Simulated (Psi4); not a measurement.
**triplet BBrCl2: levels of theory compared**

Aim: a comparison of 3 runs (UHSE06/cc-pVDZ, UTPSSh/cc-pVDZ, UB3LYP/6-31G*) of triplet BBrCl2. Input form: a Python script.

The results are computed with Psi4 1.11.

12 further runs of the same task are left out: 10 that didn't finish, 2 set aside as unsound or not needed.

## (1) The system as given

BBrCl2: 4 atoms, total charge 0, spin state triplet. SMILES of the parent species: `ClB(Cl)Br`. The coordinates come from a PBE0-D4/def2-TZVP relaxation. That shape belongs to the parent species and isn't relaxed for this state.

Bond lengths: Cl1–B2 1.735 Å, B2–Cl3 1.735 Å, B2–Br4 1.901 Å. Angles: Cl1–B2–Cl3 120.1°, Cl1–B2–Br4 119.9°, Cl3–B2–Br4 119.9°.

## (2) The energy at UHSE06/cc-pVDZ (run 1)

bbrcl2.xyz reads:

```xyz
4
BBrCl2
Cl     0.582100     0.666000     1.510800
B      0.037200    -0.038100     0.022100
Cl     0.444300    -1.679200    -0.365600
Br    -1.008100     0.991100    -1.187600
```

bbrcl2.py reads:

```python
import psi4

psi4.set_memory('1600 MB')
psi4.set_num_threads(1)
psi4.set_output_file('psi4.out', False)

with open('bbrcl2.xyz') as f:
    atoms = ''.join(f.readlines()[2:])
molecule = psi4.geometry('0 3\n' + atoms + 'symmetry c1')

options = {'basis': 'cc-pVDZ', 'reference': 'uks', 'puream': True, 'e_convergence': 1e-09, 'd_convergence': 1e-08, 'scf_type': 'pk', 'dft_radial_points': 99, 'dft_spherical_points': 590, 'maxiter': 200}
psi4.set_options(options)

e, wfn = psi4.energy('hse06', return_wfn=True)
psi4.oeprop(wfn, 'WIBERG_LOWDIN_INDICES', 'DIPOLE', 'LOWDIN_CHARGES', title='HSE06')
print(f'hse06 energy: {e:.10f} Eh')
```

Launch:

```
python bbrcl2.py
```

psi4.out:

```text
[...]
  Running in c1 symmetry.
[...]
  Nuclear repulsion =  351.409229119585689
[...]
  Multiplicity = 3
[...]
  Nalpha       = 38
  Nbeta        = 36
[...]
    Number of basis functions: 77
[...]
   @UKS iter   1: -3518.52588664392488   -9.66326e-01   8.30590e-03 DIIS/ADIIS
[...]
   @UKS iter  15: -3518.70361133252936   -9.09495e-13   9.76065e-10 DIIS
[...]
   @S^2 Observed:                2.007206347E+00
[...]
    Orbital Energies [Eh]
    ---------------------
    Alpha Occupied:
       1A   -483.337398     2A   -101.735425     3A   -101.735412
       4A    -62.731777     5A    -56.498287     6A    -56.495871
       7A    -56.494181     8A     -9.544736     9A     -9.544690
      10A     -8.843266    11A     -7.274521    12A     -7.274508
      13A     -7.273056    14A     -7.273045    15A     -7.267667
      16A     -7.267657    17A     -6.829501    18A     -6.649421
      19A     -6.644061    20A     -6.636615    21A     -2.729215
      22A     -2.728623    23A     -2.722419    24A     -2.719195
      25A     -2.717951    26A     -0.895221    27A     -0.855510
      28A     -0.838676    29A     -0.524678    30A     -0.448024
      31A     -0.445341    32A     -0.403385    33A     -0.366794
      34A     -0.357248    35A     -0.344330    36A     -0.341858
[...]
  @UKS Final Energy: -3518.70361133252936
   => Energetics <=
    Nuclear Repulsion Energy =            351.4092291195856887
    One-Electron Energy =               -5585.0384263161904528
    Two-Electron Energy =                1830.2247722958393297
    DFT Exchange-Correlation Energy =    -115.2991864317641983
    Empirical Dispersion Energy =           0.0000000000000000
    VV10 Nonlocal Energy =                  0.0000000000000000
    Total Energy =                      -3518.7036113325298174
[...]
 Multipole Moments:
 ------------------------------------------------------------------------------------
     Multipole            Electronic (a.u.)      Nuclear  (a.u.)        Total (a.u.)
 ------------------------------------------------------------------------------------
 L = 1.  Multiply by 2.5417464519 to convert [e a0] to [Debye]
 Dipole X            :         -4.7614352            4.4863051           -0.2751301
 Dipole Y            :          4.6877475           -4.4166878            0.2710597
 Dipole Z            :         -5.5094366            5.1907745           -0.3186621
 Magnitude           :                                                    0.5007150
[...]
```

The script printed:

```text
hse06 energy: -3518.7036113325 Eh
```

Run time: 90 s. Hardware: 1 thread of AMD EPYC 7R43 (Zen 3), shared host; peak memory 0.95 GiB.

## (3) The energy at UTPSSh/cc-pVDZ (run 2)

calc.py reads:

```python
import psi4

psi4.set_memory(1600000000)
psi4.set_num_threads(1)
psi4.set_output_file('output.dat', False)

mol = psi4.geometry("""
0 3
Cl     0.582100     0.666000     1.510800
B      0.037200    -0.038100     0.022100
Cl     0.444300    -1.679200    -0.365600
Br    -1.008100     0.991100    -1.187600
symmetry c1
""")

options = {'basis': 'cc-pVDZ', 'reference': 'uks', 'puream': True, 'e_convergence': 1e-09, 'd_convergence': 1e-08, 'scf_type': 'pk', 'dft_radial_points': 99, 'dft_spherical_points': 590, 'maxiter': 200}
psi4.set_options(options)

result, w = psi4.energy("tpssh", return_wfn=True)
psi4.oeprop(w, "DIPOLE", "WIBERG_LOWDIN_INDICES", "MULLIKEN_CHARGES")
print(f'tpssh energy: {result:.10f} Eh')
```

Launch:

```
python calc.py
```

output.dat (excerpt; [...] marks lines left out):

```text
[...]
  Running in c1 symmetry.
[...]
  Nuclear repulsion =  351.409229119585689
[...]
  Multiplicity = 3
[...]
  Nalpha       = 38
  Nbeta        = 36
[...]
    Number of basis functions: 77
[...]
   @UKS iter   1: -3519.07948236520815   -9.15245e-01   8.53775e-03 ADIIS/DIIS
[...]
   @UKS iter  14: -3519.26706318565402    1.36424e-12   2.84860e-09 DIIS
[...]
   @S^2 Observed:                2.006482810E+00
[...]
  @UKS Final Energy: -3519.26706318565402
   => Energetics <=
    Nuclear Repulsion Energy =            351.4092291195856887
    One-Electron Energy =               -5585.0207915793389475
    Two-Electron Energy =                1851.3444642780932554
    DFT Exchange-Correlation Energy =    -136.9999650039938501
    Empirical Dispersion Energy =           0.0000000000000000
    VV10 Nonlocal Energy =                  0.0000000000000000
    Total Energy =                      -3519.2670631856540240
[...]
 Multipole Moments:
 ------------------------------------------------------------------------------------
     Multipole            Electronic (a.u.)      Nuclear  (a.u.)        Total (a.u.)
 ------------------------------------------------------------------------------------
 L = 1.  Multiply by 2.5417464519 to convert [e a0] to [Debye]
 Dipole X            :         -4.6975119            4.4863051           -0.2112068
 Dipole Y            :          4.6248340           -4.4166878            0.2081463
 Dipole Z            :         -5.4354589            5.1907745           -0.2446844
 Magnitude           :                                                    0.3844524
[...]
  Mulliken Charges: (a.u.)
   Center  Symbol    Alpha    Beta     Spin     Total
       1    CL     8.65193  8.33434  0.31759  0.01373
       2     B     2.99921  2.14103  0.85818 -0.14024
       3    CL     8.65198  8.33431  0.31767  0.01371
       4    BR    17.69688 17.19032  0.50656  0.11280
   Total alpha = 38.00000, Total beta = 36.00000, Total charge =  0.00000
  Wiberg Bond Indices using Orthogonal Lowdin Orbitals:
  Total Bond Index:
  Irrep: 1 Size: 4 x 4
[...]
```

Standard output:

```text
tpssh energy: -3519.2670631857 Eh
```

Wall time 82 s (1 thread of AMD EPYC 7R43 (Zen 3), shared host); peak memory 1 GiB.

## (4) The energy at UB3LYP/6-31G(d) (spherical functions) (run 3)

bbrcl2.xyz is that of step 2.

bbrcl2.py reads:

```python
import psi4

psi4.set_memory(1600000000)
psi4.set_num_threads(1)
psi4.set_output_file('psi4.out', False)

with open('bbrcl2.xyz') as f:
    atoms = ''.join(f.readlines()[2:])
mol = psi4.geometry('0 3\n' + atoms + 'symmetry c1\nno_reorient\nno_com')

psi4.set_options({
    'basis': '6-31G*',
    'reference': 'uks',
    'puream': True,
    'e_convergence': 1e-09,
    'd_convergence': 1e-08,
    'scf_type': 'pk',
    'dft_radial_points': 99,
    'dft_spherical_points': 590,
    'maxiter': 200,
})

E, wfn = psi4.energy('b3lyp', return_wfn=True)
psi4.oeprop(wfn, 'MULLIKEN_CHARGES', 'WIBERG_LOWDIN_INDICES', 'LOWDIN_CHARGES')
print(f'total energy {E:.8f} hartree = {E * 27.211386:.5f} eV')
for k, v in sorted(psi4.core.scalar_variables().items()):
    print(f'{k:45s} {v:18.10f}')
```

Launch:

```
python bbrcl2.py
```

psi4.out (excerpt; [...] marks lines left out):

```text
[...]
  Running in c1 symmetry.
[...]
  Nuclear repulsion =  351.409229119585689
[...]
  Multiplicity = 3
[...]
  Nalpha       = 38
  Nbeta        = 36
[...]
    Number of basis functions: 82
[...]
   @UKS iter   1: -3518.73187790504835   -9.08782e-01   1.75963e-02 DIIS/ADIIS
[...]
   @UKS iter  15: -3519.03731449690667    1.36424e-12   3.50183e-09 DIIS
[...]
   @S^2 Observed:                2.005522053E+00
[...]
  @UKS Final Energy: -3519.03731449690667
   => Energetics <=
    Nuclear Repulsion Energy =            351.4092291195856887
    One-Electron Energy =               -5584.8437472995428834
    Two-Electron Energy =                1836.6634953287452845
    DFT Exchange-Correlation Energy =    -122.2662916456948921
    Empirical Dispersion Energy =           0.0000000000000000
    VV10 Nonlocal Energy =                  0.0000000000000000
    Total Energy =                      -3519.0373144969066743
[...]
 Multipole Moments:
 ------------------------------------------------------------------------------------
     Multipole            Electronic (a.u.)      Nuclear  (a.u.)        Total (a.u.)
 ------------------------------------------------------------------------------------
 L = 1.  Multiply by 2.5417464519 to convert [e a0] to [Debye]
 Dipole X            :         33.1075484          -33.3512095           -0.2436610
 Dipole Y            :        -32.4023646           32.6423732            0.2400086
 Dipole Z            :         41.2674451          -41.5495973           -0.2821522
 Magnitude           :                                                    0.4433787
[...]
  Mulliken Charges: (a.u.)
   Center  Symbol    Alpha    Beta     Spin     Total
       1    CL     8.64044  8.34042  0.30002  0.01914
       2     B     3.03082  2.13773  0.89309 -0.16854
       3    CL     8.64048  8.34038  0.30010  0.01914
       4    BR    17.68827 17.18147  0.50680  0.13026
   Total alpha = 38.00000, Total beta = 36.00000, Total charge = -0.00000
  Lowdin Charges: (a.u.)
   Center  Symbol    Alpha    Beta     Spin     Total
       1    CL     8.56737  8.23185  0.33553  0.20078
       2     B     3.24501  2.45515  0.78986 -0.70017
[...]
```

The script printed:

```text
total energy -3519.03731450 hartree = -95757.88271 eV
CURRENT ENERGY                                  -3519.0373144969
CURRENT REFERENCE ENERGY                        -3519.0373144969
DD SOLVATION ENERGY                                 0.0000000000
DFT FUNCTIONAL TOTAL ENERGY                     -3519.0373144969
DFT TOTAL ENERGY                                -3519.0373144969
DFT VV10 ENERGY                                     0.0000000000
DFT XC ENERGY                                    -122.2662916457
GRID ELECTRONS ALPHA                               37.9999997837
GRID ELECTRONS BETA                                35.9999997795
GRID ELECTRONS TOTAL                               73.9999995632
NUCLEAR REPULSION ENERGY                          351.4092291196
ONE-ELECTRON ENERGY                             -5584.8437472995
PCM POLARIZATION ENERGY                             0.0000000000
PE ENERGY                                           0.0000000000
SCF ITERATION ENERGY                            -3519.0373144969
SCF ITERATIONS                                     15.0000000000
SCF TOTAL ENERGY                                -3519.0373144969
TWO-ELECTRON ENERGY                              1836.6634953287
XC GRID RADIAL POINTS                              99.0000000000
XC GRID SPHERICAL POINTS                          590.0000000000
XC GRID TOTAL POINTS                           212712.0000000000
```

It took 19 s on 1 thread of AMD EPYC 7R43 (Zen 3), shared host; peak memory 0.67 GiB.

## (5) Overview of the runs

```
run                                level   energy (Eh)  dipole moment (D)  HOMO energy (eV)   ⟨S²⟩  wall time
  1                       UHSE06/cc-pVDZ  -3518.703611               1.27             -3.10  2.007       90 s
  2                       UTPSSh/cc-pVDZ  -3519.267063               0.98             -2.93  2.006       82 s
  3  UB3LYP/6-31G* (spherical functions)  -3519.037314               1.13             -3.33  2.006       19 s
```

## (6) Outcome

| quantity | value |
| --- | --- |
| run 3: total energy | -3519.03731 Eh |
| run 3: dipole moment | 1.13 D |
| run 3: HOMO energy (highest over α and β) | -3.33 eV |
| run 3: ⟨S²⟩ | 2.006 |

The dipole moment (its size) runs from 0.98 D (UTPSSh/cc-pVDZ) to 1.27 D (UHSE06/cc-pVDZ). Totals of different functionals can't be ranked against each other. All runs together took 3.2 min, the longest 90 s.
